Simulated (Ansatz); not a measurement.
# C₃H₁₂FGeInSi: basis-set convergence

One table from this session's results is given with a row withheld; the runs are named, their logs left out.

Program: Ansatz 0.2.0, Gaussian basis. Level of theory: one geometry, several basis sets. These are calculated values, not measurements.

Levels to be run: PBE0-D4/def2-SVP; ωB97M-V/def2-SVP; PBE0-D4/def2-QZVPP; ωB97M-V/def2-QZVPP; the functionals' def2-TZVPP values are taken from earlier runs.

1 further run of the same task is left out (for a known fault of the program).

**The geometry**

The geometry comes from an earlier relaxation with PBE0-D4 in a triple-zeta def2 set; it is a stationary point, not always the lowest conformer. In takes the def2 core potential; no spin-orbit term is included.

SMILES `CC[C@@H]([GeH3])[Si@@H](F)[InH2]`, 19 atoms, charge 0, spin multiplicity 1.

Atoms are counted from 1 here; the program's logs count them from 0.

Bond lengths: C1–C2 1.520 Å, C1–H8 1.092 Å, C1–H9 1.095 Å, C1–H10 1.093 Å, C2–C3 1.534 Å, C2–H11 1.096 Å, C2–H12 1.099 Å, C3–Ge4 1.975 Å, C3–Si5 1.872 Å, C3–H13 1.100 Å, Ge4–H14 1.538 Å, Ge4–H15 1.535 Å, Ge4–H16 1.542 Å, Si5–F6 1.617 Å, Si5–In7 2.588 Å, Si5–H17 1.493 Å, In7–H18 1.729 Å, In7–H19 1.734 Å. Angles: C2–C1–H8 111.0°, C2–C1–H9 111.8°, C2–C1–H10 111.6°, H8–C1–H9 107.8°, H8–C1–H10 107.7°, H9–C1–H10 106.8°, C1–C2–C3 114.3°, C1–C2–H11 109.2°, C1–C2–H12 109.1°, C3–C2–H11 109.7°, C3–C2–H12 108.9°, H11–C2–H12 105.2°, C2–C3–Ge4 113.0°, C2–C3–Si5 114.8°, C2–C3–H13 109.0°, Ge4–C3–Si5 111.7°, Ge4–C3–H13 103.6°, Si5–C3–H13 103.7° and more.

The first run:

in.yaml

```yaml
crystal:
  periodic: [false, false, false]
  atoms:
    - {symbol: C, position_ang: [-1.830656, 0.425619, -0.309193]}
    - {symbol: C, position_ang: [-1.001216, -0.829739, -0.094199]}
    - {symbol: C, position_ang: [0.495099, -0.654160, -0.383308]}
    - {symbol: Ge, position_ang: [0.879575, -0.347290, -2.296365]}
    - {symbol: Si, position_ang: [1.363335, 0.595548, 0.706615]}
    - {symbol: F, position_ang: [1.163069, 2.082024, 0.102071]}
    - {symbol: In, position_ang: [0.476268, 0.508291, 3.135770]}
    - {symbol: H, position_ang: [-2.879066, 0.249462, -0.060336]}
    - {symbol: H, position_ang: [-1.476187, 1.257528, 0.307697]}
    - {symbol: H, position_ang: [-1.787687, 0.762119, -1.347858]}
    - {symbol: H, position_ang: [-1.404841, -1.639337, -0.712575]}
    - {symbol: H, position_ang: [-1.125099, -1.170173, 0.943629]}
    - {symbol: H, position_ang: [1.015180, -1.597775, -0.163660]}
    - {symbol: H, position_ang: [2.393638, -0.472408, -2.534715]}
    - {symbol: H, position_ang: [0.411080, 1.035355, -2.771960]}
    - {symbol: H, position_ang: [0.144410, -1.428638, -3.113932]}
    - {symbol: H, position_ang: [2.830303, 0.329732, 0.629193]}
    - {symbol: H, position_ang: [-0.281325, 1.852975, 3.914190]}
    - {symbol: H, position_ang: [0.614121, -0.959133, 4.048957]}
basis:
  gaussian: {orbitals: def2-SVP}
hamiltonian: {xc: pbe0, dispersion: d4}
output: {orbitals: {seedname: orbitals}}
```

The run is started by

```
ansatz run in.yaml --threads 4 --pin off --events-out ev --progress --plain --max-ram 46080MiB --backend cpu
```

Steps of the session up to this table: PBE0-D4 in def2-SVP; ωB97M-V in def2-SVP; PBE0-D4 in def2-QZVPP; ωB97M-V in def2-QZVPP.

One table of the session follows, with a row left open; its other results are not shown here.

```
functional       basis  HOMO (eV)  LUMO (eV)
   PBE0-D4    def2-SVP      -7.01      -2.12
   PBE0-D4  def2-TZVPP          ?          ?
   PBE0-D4  def2-QZVPP      -7.03      -2.18
   ωB97M-V    def2-SVP      -8.95      -0.50
   ωB97M-V  def2-TZVPP      -9.00      -0.61
   ωB97M-V  def2-QZVPP      -9.01      -0.63
```

Q: Estimate the row for PBE0-D4, def2-TZVPP from the others.

**Answer.** HOMO (eV): -7.02; LUMO (eV): -2.18. In the column «HOMO (eV)» it lies between PBE0-D4, def2-QZVPP (-7.03) and PBE0-D4, def2-SVP (-7.01).
